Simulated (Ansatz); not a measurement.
# BrGaHO radical: small, medium and large basis sets

The task here is to estimate one member of a computed series from the others.

Computed with Ansatz 0.2.0, Gaussian basis. Level: one geometry, several basis sets.

The runs, in order: PBE0-D4/def2-SVP; ωB97M-V/def2-SVP; PBE0-D4/def2-QZVPP; ωB97M-V/def2-QZVPP; the functionals' def2-TZVPP values are taken from earlier runs.

## Structure used throughout

The geometry comes from an earlier relaxation with PBE0-D4 in a triple-zeta def2 set; it is a stationary point.

SMILES `[OH][Ga][Br]`, 4 atoms, charge 0, spin multiplicity 2.

Atoms are counted from 1 here; the program's logs count them from 0.

Bond lengths: O1–Ga2 1.795 Å, O1–H4 0.961 Å, Ga2–Br3 2.313 Å. Angles: Ga2–O1–H4 114.2°, O1–Ga2–Br3 116.0°.

Coordinates:

```
O    -0.94544    0.04553   -0.52780
Ga    0.60760    0.44161    0.28023
Br    1.82329   -1.35874    1.07569
H    -1.42985    0.81131   -0.84841
```

Set-up of the first run:

Contents of in.yaml:

```yaml
crystal:
  periodic: [false, false, false]
  atoms:
    - {symbol: O, position_ang: [-0.945443, 0.045527, -0.527805]}
    - {symbol: Ga, position_ang: [0.607604, 0.441609, 0.280225]}
    - {symbol: Br, position_ang: [1.823291, -1.358743, 1.075686]}
    - {symbol: H, position_ang: [-1.429851, 0.811306, -0.848406]}
basis:
  gaussian: {orbitals: def2-SVP}
magnetization: {spin_polarized: true, initial_magnetization: 1}
hamiltonian: {xc: pbe0, dispersion: d4}
output: {orbitals: {seedname: orbitals}}
```

Steps of the session up to this table: PBE0-D4 in def2-SVP; ωB97M-V in def2-SVP; PBE0-D4 in def2-QZVPP; ωB97M-V in def2-QZVPP.

One table of the session follows, with a row left open; its other results are not shown here.

It belongs to the step «Density functionals: the series». 

| functional | basis | HOMO (eV) | LUMO (eV) |
| --- | --- | --- | --- |
| PBE0-D4 | def2-SVP | ? | ? |
| PBE0-D4 | def2-TZVPP | -6.65 | -3.63 |
| PBE0-D4 | def2-QZVPP | -6.68 | -3.67 |
| ωB97M-V | def2-SVP | -8.55 | -1.86 |
| ωB97M-V | def2-TZVPP | -8.65 | -1.96 |
| ωB97M-V | def2-QZVPP | -8.70 | -2.05 |

Estimate the missing values for PBE0-D4, def2-SVP.

The run gave: HOMO (eV): -6.56; LUMO (eV): -3.55. In the column «HOMO (eV)» it is the highest.
